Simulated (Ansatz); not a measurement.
**GeOF₃ radical: one species, many methods**

Aim: compute GeOF₃ radical with functionals from several rungs and with coupled cluster. The yardstick is the atomisation energy at the CCSD(T) limit.

The runs use Ansatz 0.2.0, Gaussian basis; functionals in def2-TZVPP, the program's frozen cores in correlated methods.

Levels to be run: LDA (SPW92), PBE-D4, revPBE-D4, BLYP-D4, r2SCAN-D4, B97M-V, PBE0-D4, B3LYP-D4, r2SCANh-D4, r2SCAN0-D4, HSE06-D4, BHLYP-D4, CAM-B3LYP-D4, LC-ωPBE, ωB97X-V, ωB97M-V, B2PLYP, PBE-QIDH; CCSD(T)/def2-SVP; CCSD(T)/def2-TZVPP; MP2/def2-QZVPP; extrapolation to the limit; RPA on PBE.

**1. The geometry**

All runs share one geometry, relaxed beforehand with PBE0-D4 in a triple-zeta def2 set.

SMILES `[O][Ge]([F])([F])[F]`, 5 atoms, charge 0, spin multiplicity 2.

Atoms are counted from 1 here; the program's logs count them from 0.

Bond lengths: O1–Ge2 1.770 Å, Ge2–F3 1.697 Å, Ge2–F4 1.697 Å, Ge2–F5 1.697 Å. Angles: O1–Ge2–F3 107.1°, O1–Ge2–F4 112.2°, O1–Ge2–F5 111.5°, F3–Ge2–F4 109.3°, F3–Ge2–F5 109.9°, F4–Ge2–F5 106.8°.

**2. LDA**

This LDA is Slater exchange with PW92 correlation.

File in.yaml:

```yaml
crystal:
  periodic: [false, false, false]
  atoms:
    - {symbol: O, position_ang: [-0.574372, 0.094574, 1.657496]}
    - {symbol: Ge, position_ang: [0.003896, -0.010421, -0.012442]}
    - {symbol: F, position_ang: [1.388555, -0.990954, -0.000172]}
    - {symbol: F, position_ang: [-1.154519, -0.688286, -1.051304]}
    - {symbol: F, position_ang: [0.386339, 1.521386, -0.634978]}
basis:
  gaussian: {orbitals: def2-TZVPP}
magnetization: {spin_polarized: true, initial_magnetization: 1}
hamiltonian: {xc: lda}
output: {orbitals: {seedname: orbitals}}
```

On the command line:

```console
$ ansatz run in.yaml --threads 2 --pin off --events-out ev --progress --plain --max-ram 32768MiB --backend cpu
```

Further steps of the session: PBE-D4 (GGA); revPBE-D4 (GGA); BLYP-D4 (GGA); r2SCAN-D4 (meta-GGA); B97M-V (meta-GGA); B3LYP-D4 (hybrid); r2SCANh-D4 (hybrid); r2SCAN0-D4 (hybrid); HSE06-D4 (hybrid); BHLYP-D4 (hybrid); CAM-B3LYP-D4 (range-separated); LC-ωPBE (range-separated); ωB97X-V (range-separated); ωB97M-V (range-separated); B2PLYP (double hybrid); PBE-QIDH (double hybrid); CCSD(T) in def2-SVP; CCSD(T) in def2-TZVPP; MP2 in def2-QZVPP; RPA on PBE orbitals.

**Question.** What will the summary of the whole plan be? Wanted: atomisation energy, CCSD(T)/CBS; farthest beyond LDA; mean size of error, GGA; mean size of error, meta-GGA; mean size of error, hybrid; mean size of error, range-separated; mean size of error, double hybrid; gap, smallest and largest; T1 diagnostic.

The runs gave:

| quantity | value |
| --- | --- |
| atomisation energy, CCSD(T)/CBS | 1753.6 kJ/mol |
| functionals within 17.5 kJ/mol (1.0 %) | BLYP-D4, r2SCAN-D4, B97M-V, CAM-B3LYP-D4, LC-ωPBE, ωB97X-V |
| farthest beyond LDA | BHLYP-D4 (-148.3 kJ/mol) |
| mean size of error, GGA | 27.7 kJ/mol |
| mean size of error, meta-GGA | 13.9 kJ/mol |
| mean size of error, hybrid | 60.3 kJ/mol |
| mean size of error, range-separated | 8.9 kJ/mol |
| mean size of error, double hybrid | 32.1 kJ/mol |
| gap, smallest and largest | 0.15 eV (LDA (SPW92)), 10.35 eV (LC-ωPBE) |
| T1 diagnostic | 0.0130 |
| triples share of the correlation energy | 3.0 % |

**Reading.** LDA overbinds by 355.6 kJ/mol (20 %). PBE-D4 is off by +51.4 kJ/mol. Double hybrids carry the basis error of their MP2 part in triple zeta, and no dispersion term here, so their miss is partly the set-up's. The rungs range-separated, meta-GGA miss on average by less than the doubt on the reference (17.5 kJ/mol), so they tie; hybrid functionals have the largest mean beyond LDA (60.3 kJ/mol), BHLYP with half exact exchange included. The reference freezes the cores and leaves out relativity and excitations past (T), and its outer-core shells are covered unevenly, so misses under about 17.5 kJ/mol can't be ranked. Hartree-Fock recovers 66 % of the binding; the rest is correlation. CCSD(T) in def2-SVP is off by -161.3 kJ/mol, which most functionals beat. The gap grows from 0.1 to 10.4 eV across the functionals, mostly with the share of exact exchange. Correlated methods include outer-core shells of Ge, which these sets cover unevenly.
